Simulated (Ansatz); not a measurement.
# FeRe: the cost of one run

Computed with Ansatz 0.2.0 through its Python package. The levels of theory stand in the script.

## (1) Starting point

The structure is hexagonal, space group P-6m2 (No. 187). Conventional cell: a = 2.689 Å, b = 2.689 Å, c = 4.140 Å, α = 90.00°, β = 90.00°, γ = 120.00°. Fe (site symmetry -6m2) is surrounded by 6 Re at 2.59 Å and 6 Fe at 2.69 Å. Around Re (site symmetry -6m2) lie 6 Fe at 2.59 Å and 6 Re at 2.69 Å.

The script reads fere.vasp:

```text
FeRe
1.0
   2.68871346    0.00000000    0.00000000
  -1.34435673    2.32849416    0.00000000
   0.00000000    0.00000000    4.13992900
Fe Re
1 1
Direct
   0.66666667    0.33333333    0.50000000
   0.33333333    0.66666667    0.00000000
```

## (2) Script

paw_lapw_fere.py reads:

```python
'''Checking the PAW result for FeRe with LAPW.'''

import ansatz
from ase.io import read
import numpy as np
import pandas as pd


def count_gap(report):
    # lowest empty less highest filled band, counting bands; zero where they overlap
    return max(report.get('gap_by_band_count_ev') or 0.0, 0.0)

atoms = read('fere.vasp', format='vasp')
fere = ansatz.Crystal.from_ase(atoms).moments(Fe=3.5)

setup = fere.calculation()
setup = setup.spin(ansatz.SpinTreatment.COLLINEAR)
setup = setup.functional(ansatz.Functional.LDA)
setup = setup.kpoints(spacing=0.24).occupations(ansatz.OccupationsMethod.FERMI_DIRAC, width=0.1)
setup = setup.stress()
setup = setup.forces().band_table()
variants = {
    'PAW': setup.pseudopotentials('paw'),
    'LAPW': setup.pseudopotentials('all_electron', lapw=True),
}
# totals differ by the cores that each treatment holds, so compare what does not depend on them
rows = []
for label, variant in variants.items():
    r = variant.run(threads=1, pin='off').report
    levels = np.array(r['eigenvalues_ev'][0]) - r['fermi_energy_ev']
    print(label, 'levels at the first k-point near E_F:', np.round(levels[np.abs(levels) < 5], 3))
    rows.append((label, r['n_electrons'], np.trace(r['stress_gpa']) / 3, count_gap(r), r['magnetization_mub']))
print(pd.DataFrame(rows, columns=['treatment', 'electrons in bands', 'P GPa', 'gap by band count eV', 'moment muB']).round(4).to_string(index=False))
```

## (3) What the engine is handed

The package turns the script's settings into the engine's input (first run):

```yaml
crystal:
  lattice:
    - [2.68871346, 0.0, 0.0]
    - [-1.34435673, 2.32849416, 0.0]
    - [0.0, 0.0, 4.139929]
  atoms:
    - { symbol: Fe, position: [0.66666667, 0.33333333, 0.5] }
    - { symbol: Re, position: [0.3333333299999999, 0.66666667, 0.0] }
kpoints:
  mp_grid:
    kspacing: 0.24
hamiltonian:
  xc: lda
  pseudopotentials:
    kind: paw
magnetization:
  spin_polarized: true
  per_species:
    Fe: 3.5
scf:
  occupations:
    method: fermi_dirac
    width: 0.1
output:
  forces: true
  stress: true
  eigenvalues: true
```

## (4) The run

On the command line:

```bash
$ python paw_lapw_fere.py
```

**Question.** How long does this script take on 1 thread of AMD EPYC 7R43 (Zen 3), shared host, and how much memory does it need?

About 2.5 min, with a peak of 0.94 GiB.
